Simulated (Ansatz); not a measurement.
# Cl₂H₆Si₂Sn: one species, many methods

One table from this session's results is given with a row withheld; the runs are named, their logs left out.

Computed with Ansatz 0.2.0, Gaussian basis. Level: functionals in def2-TZVPP, the program's frozen cores in correlated methods.

The runs, in order: LDA (SPW92), PBE-D4, revPBE-D4, BLYP-D4, r2SCAN-D4, B97M-V, PBE0-D4, B3LYP-D4, r2SCANh-D4, r2SCAN0-D4, HSE06-D4, BHLYP-D4, CAM-B3LYP-D4, LC-ωPBE, ωB97X-V, ωB97M-V, B2PLYP, PBE-QIDH; CCSD(T)/def2-SVP; CCSD(T)/def2-TZVPP; MP2/def2-QZVPP; extrapolation to the limit; RPA on PBE.

**The relaxed structure**

An earlier PBE0-D4 in a triple-zeta def2 set relaxation fixed the geometry. Sn takes the def2 core potential; no spin-orbit term is included.

SMILES `[SiH3][Sn]([SiH3])([Cl])[Cl]`, 11 atoms, charge 0, spin multiplicity 1.

Atoms are counted from 1 here; the program's logs count them from 0.

Bond lengths: Si1–Sn2 2.568 Å, Si1–H6 1.484 Å, Si1–H7 1.484 Å, Si1–H8 1.482 Å, Sn2–Si3 2.568 Å, Sn2–Cl4 2.345 Å, Sn2–Cl5 2.345 Å, Si3–H9 1.482 Å, Si3–H10 1.484 Å, Si3–H11 1.484 Å. Angles: Sn2–Si1–H6 108.6°, Sn2–Si1–H7 108.7°, Sn2–Si1–H8 107.7°, H6–Si1–H7 110.1°, H6–Si1–H8 110.8°, H7–Si1–H8 110.8°, Si1–Sn2–Si3 127.5°, Si1–Sn2–Cl4 105.6°, Si1–Sn2–Cl5 105.6°, Si3–Sn2–Cl4 105.6°, Si3–Sn2–Cl5 105.6°, Cl4–Sn2–Cl5 105.0°, Sn2–Si3–H9 107.7°, Sn2–Si3–H10 108.7°, Sn2–Si3–H11 108.6°, H9–Si3–H10 110.8°, H9–Si3–H11 110.8°, H10–Si3–H11 110.1°.

The first run:

The input, in.yaml:

```yaml
crystal:
  periodic: [false, false, false]
  atoms:
    - {symbol: Si, position_ang: [-2.271073, 0.410431, 0.400362]}
    - {symbol: Sn, position_ang: [0.114493, 0.373414, -0.550202]}
    - {symbol: Si, position_ang: [2.136688, -0.930963, 0.347124]}
    - {symbol: Cl, position_ang: [-0.109499, -0.274421, -2.793233]}
    - {symbol: Cl, position_ang: [0.795793, 2.616209, -0.632403]}
    - {symbol: H, position_ang: [-2.218934, 0.919253, 1.793852]}
    - {symbol: H, position_ang: [-2.811022, -0.972161, 0.382213]}
    - {symbol: H, position_ang: [-3.084117, 1.305016, -0.457258]}
    - {symbol: H, position_ang: [3.292505, -0.630297, -0.530670]}
    - {symbol: H, position_ang: [2.404010, -0.493303, 1.740123]}
    - {symbol: H, position_ang: [1.816556, -2.380176, 0.320492]}
basis:
  gaussian: {orbitals: def2-TZVPP}
hamiltonian: {xc: lda}
output: {orbitals: {seedname: orbitals}}
```

Run with:

```bash
ansatz run in.yaml --threads 4 --pin off --events-out ev --progress --plain --max-ram 11315MiB
```

Among the steps run: LDA; PBE-D4 (GGA); revPBE-D4 (GGA); BLYP-D4 (GGA); r2SCAN-D4 (meta-GGA); B97M-V (meta-GGA); B3LYP-D4 (hybrid); r2SCANh-D4 (hybrid); r2SCAN0-D4 (hybrid); HSE06-D4 (hybrid); BHLYP-D4 (hybrid); CAM-B3LYP-D4 (range-separated); LC-ωPBE (range-separated); ωB97X-V (range-separated); ωB97M-V (range-separated); B2PLYP (double hybrid); PBE-QIDH (double hybrid).

One table of the session follows, with a row left open; its other results are not shown here.

It belongs to the step «Frontier levels by functional». 

| functional | HOMO (eV) | LUMO (eV) | gap (eV) |
| --- | --- | --- | --- |
| LDA (SPW92) | -6.80 | -2.57 | 4.23 |
| PBE-D4 | -6.68 | -2.30 | 4.38 |
| revPBE-D4 | -6.64 | -2.20 | 4.43 |
| BLYP-D4 | -6.52 | -2.20 | 4.32 |
| r2SCAN-D4 | -6.95 | -2.05 | 4.90 |
| B97M-V | -7.10 | -2.07 | 5.03 |
| PBE0-D4 | -7.77 | -1.44 | 6.33 |
| B3LYP-D4 | -7.55 | -1.68 | 5.87 |
| r2SCANh-D4 | -7.34 | -1.75 | 5.59 |
| r2SCAN0-D4 | ? | ? | ? |
| HSE06-D4 | -7.39 | -1.81 | 5.58 |
| BHLYP-D4 | -8.70 | -0.48 | 8.22 |
| CAM-B3LYP-D4 | -8.95 | -0.45 | 8.50 |
| LC-ωPBE | -10.22 | 0.69 | 10.91 |
| ωB97X-V | -9.90 | 0.60 | 10.50 |
| ωB97M-V | -9.69 | 0.38 | 10.07 |

**Question.** Estimate the row for r2SCAN0-D4.

Worked estimate for «HOMO (eV)». Against the share of exact exchange, r2SCAN-D4 (0, -6.95), r2SCANh-D4 (0.1, -7.34) give a slope of -3.90 per unit share; at 0.25 the line stands at -7.92.

The run gave: HOMO (eV): -7.93; LUMO (eV): -1.30; gap (eV): 6.63. In «HOMO (eV)» the line misses by +0.01.
